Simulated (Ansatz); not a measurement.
# GeNH₃ (triplet): the correlation ladder, cc-pVDZ

An exercise on one series of results from a longer session: the logs are not shown, and one member is left open.

Program: Ansatz 0.2.0, Gaussian basis. Level of theory: cc-pVDZ, core rule «outside noble gas», up to 15 orbitals frozen. These are calculated values, not measurements.

To be run: UHF; CCSD(T) on ROHF; CCSD(T) on UHF; BCCD(T) on ROHF; CISD; CCSDT(Q) on ROHF; CCSDT(Q) on UHF; CASSCF and NEVPT2, 12 electrons in 11 orbitals.

27 further runs of the same task are left out: 12 that didn't finish, 15 set aside as unsound or not needed.

## The geometry

The geometry is a PBE0/def2-TZVP stationary point (not a proven minimum). No spin-orbit coupling is included. The filled d shell of Ge may be among the frozen orbitals whatever the setting's name suggests; the logs give the count.

5 atoms, charge 0, spin multiplicity 3.

Atoms are counted from 1 here; the program's logs count them from 0.

Bond lengths: Ge1–N2 1.865 Å, Ge1–H3 1.554 Å, Ge1–H4 1.554 Å, N2–H5 1.023 Å. Angles: N2–Ge1–H3 104.9°, N2–Ge1–H4 104.9°, H3–Ge1–H4 108.3°, Ge1–N2–H5 114.1°.

The first run:

The input, in.yaml:

```yaml
crystal:
  periodic: [false, false, false]
  atoms:
    - {symbol: Ge, position_ang: [-0.047913, 0.000000, 0.304305]}
    - {symbol: N, position_ang: [0.195038, 0.000001, -1.544631]}
    - {symbol: H, position_ang: [0.709871, -1.259522, 0.807100]}
    - {symbol: H, position_ang: [0.709872, 1.259520, 0.807101]}
    - {symbol: H, position_ang: [-0.677115, 0.000001, -2.080067]}
basis:
  gaussian: {orbitals: cc-pVDZ}
magnetization: {spin_polarized: true, initial_magnetization: 2}
hamiltonian: {xc: hf}
output: {orbitals: {seedname: orbitals}}
```

Started as:

```
ansatz run in.yaml --threads 1 --pin off --events-out ev --progress --plain --max-ram 2393MiB
```

Steps of the session up to this table: UHF; CCSD(T) on ROHF; CCSD(T) on UHF; BCCD(T) on ROHF; CISD; CCSDT(Q) on ROHF; CCSDT(Q) on UHF; CASSCF and NEVPT2, 12 electrons in 11 orbitals.

One of the session's tables, all rows but one given; the rest of the session is left out.

```
        method  from UCCSDT(Q) (meV)
          ROHF               +7265.5
           UHF               +7082.7
          RMP2               +1179.1
          UMP2               +1174.7
         RCCSD                +224.9
         UCCSD                +217.7
      RCCSD(T)                     ?
      UCCSD(T)                 +44.3
       BCCD(T)                 +46.6
        RCCSDT                 +17.4
        UCCSDT                 +13.6
     RCCSDT(Q)                  +4.8
     UCCSDT(Q)                     0
CASSCF valence               +4882.9
NEVPT2 valence               +1049.3
```

Estimate the missing values for RCCSD(T).

The run gave: from UCCSDT(Q) (meV): +47.6. In the column «from UCCSDT(Q) (meV)» it lies between BCCD(T) (+46.6) and UCCSD (+217.7).

Not comparable, so not listed: CISD (they don't share determinant, frozen orbitals or solution with the rows shown, or repeat one).

Caveats from the session: Restricted and unrestricted rows rest on different reference determinants; where their highest levels disagree by more than a few hundredths of an eV, they describe different states and don't form one ladder.
